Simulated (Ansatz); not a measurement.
# TiW: squeezing one contact

One table from this session's results is given with a row withheld; the runs are named, their logs left out.

Computed with Ansatz 0.2.0 (DFT LDA, with the methods named in each step, unless a step's input says otherwise).

1 further run of the same task is left out (it didn't finish).

### The starting structure

It takes space group Cmmm (No. 65, orthorhombic). Conventional cell: a = 3.187 Å, b = 4.509 Å, c = 4.468 Å, α = 90.00°, β = 90.00°, γ = 90.00°. Around Ti (site symmetry mmm) lie 4 W at 2.74 Å and 4 Ti at 2.76 Å. W (site symmetry mmm) has 4 Ti at 2.74 Å and 4 W at 2.76 Å as nearest neighbours.

As a file:

```
CELL_PARAMETERS angstrom
1.59373 -2.25463 0.00000
1.59373 2.25463 0.00000
0.00000 0.00000 4.46812
ATOMIC_POSITIONS crystal
Ti 0.00000 0.00000 0.00000
W 0.50000 0.50000 0.50000
```

Atoms are numbered in the order of the input: Ti1, W2.

Set-up of the first run:

input.yaml reads:

```yaml
crystal:
  lattice:
    - [1.59372522, -2.2546343387, 0.0]
    - [1.59372522, 2.2546343387, 0.0]
    - [0.0, 0.0, 4.4681168022]
  atoms:
    - { symbol: Ti, position: [0.0, 0.0, 0.0] }
    - { symbol: W, position: [0.5, 0.5, 0.5] }
kpoints:
  mp_grid: { grid: [11, 11, 7] }
scf:
  occupations: { method: fermi_dirac, width: 0.05 }
hamiltonian:
  xc: lda
  pseudopotentials: { kind: all_electron, lapw: { basis_error: 0.001 } }
output:
  forces: true
  stress: true
  eigenvalues: true
  populations: true
```

The run is started by

```sh
ansatz run input.yaml --threads 1 --pin off --max-ram 2048MiB --backend cpu --events-out ev --progress --plain --runs-dir out
```

Steps of the session up to this table: The bond as given, LAPW; Shortest bond scaled by 1, norm-conserving; Shortest bond scaled by 0.94, LAPW; Shortest bond scaled by 0.94, crystal datasets; Shortest bond scaled by 0.82, LAPW; Shortest bond scaled by 0.7, LAPW; Shortest bond scaled by 0.7, crystal datasets; Shortest bond scaled by 0.64, LAPW; Shortest bond scaled by 0.64, norm-conserving.

One of the session's tables, all rows but one given; the rest of the session is left out.

| method | length (Å) | F from the given length (eV/cell) | force along the bond (eV/Å) | pressure (GPa) | largest force (eV/Å) |
| --- | --- | --- | --- | --- | --- |
| LAPW | 1.756 | 4.792 | 16.731 | 58.24 | 16.992 |
| LAPW | 1.921 | ? | ? | ? | ? |
| LAPW | 2.250 | 0.842 | 3.790 | 3.91 | 3.848 |
| LAPW | 2.580 | 0.086 | 1.044 | -8.82 | 1.047 |
| LAPW | 2.744 | 0.000 | 0.000 | -10.45 | 0.000 |
| PAW | 1.756 | 4.707 | 16.154 | 56.63 | 16.425 |
| PAW | 1.921 | 2.777 | 8.668 | 29.71 | 8.963 |
| PAW | 2.250 | 0.840 | 3.780 | 3.89 | 3.839 |
| PAW | 2.580 | 0.086 | 1.042 | -8.84 | 1.044 |
| PAW | 2.744 | 0.000 | 0.000 | -10.47 | 0.000 |
| PAW (partial_waves polarizable) | 1.756 | – | 16.138 | 56.58 | 16.410 |
| crystal datasets | 1.921 | – | 8.868 | 30.26 | 9.155 |
| crystal datasets | 2.580 | – | 1.044 | -8.82 | 1.046 |
| norm-conserving | 1.756 | 4.746 | 16.590 | 57.59 | 16.852 |
| norm-conserving | 2.744 | 0.000 | 0.000 | -10.75 | 0.000 |

**Question.** Estimate the row for LAPW, 1.921.

As computed: F from the given length (eV/cell): 2.800; force along the bond (eV/Å): 8.867; pressure (GPa): 30.27; largest force (eV/Å): 9.154. In the column «F from the given length (eV/cell)» it lies between PAW, 1.921 (2.777) and PAW, 1.756 (4.707).

Limits of these values: Rows by PAW come from runs of the same series that aren't printed here. Spin-orbit coupling is left out, though the cell holds W; in elements this heavy it can shift bands and gaps by tenths of an eV. Warnings in the runs' records: gradients without spin orbit, crystal datasets made, printed levels off, band levels unverified.
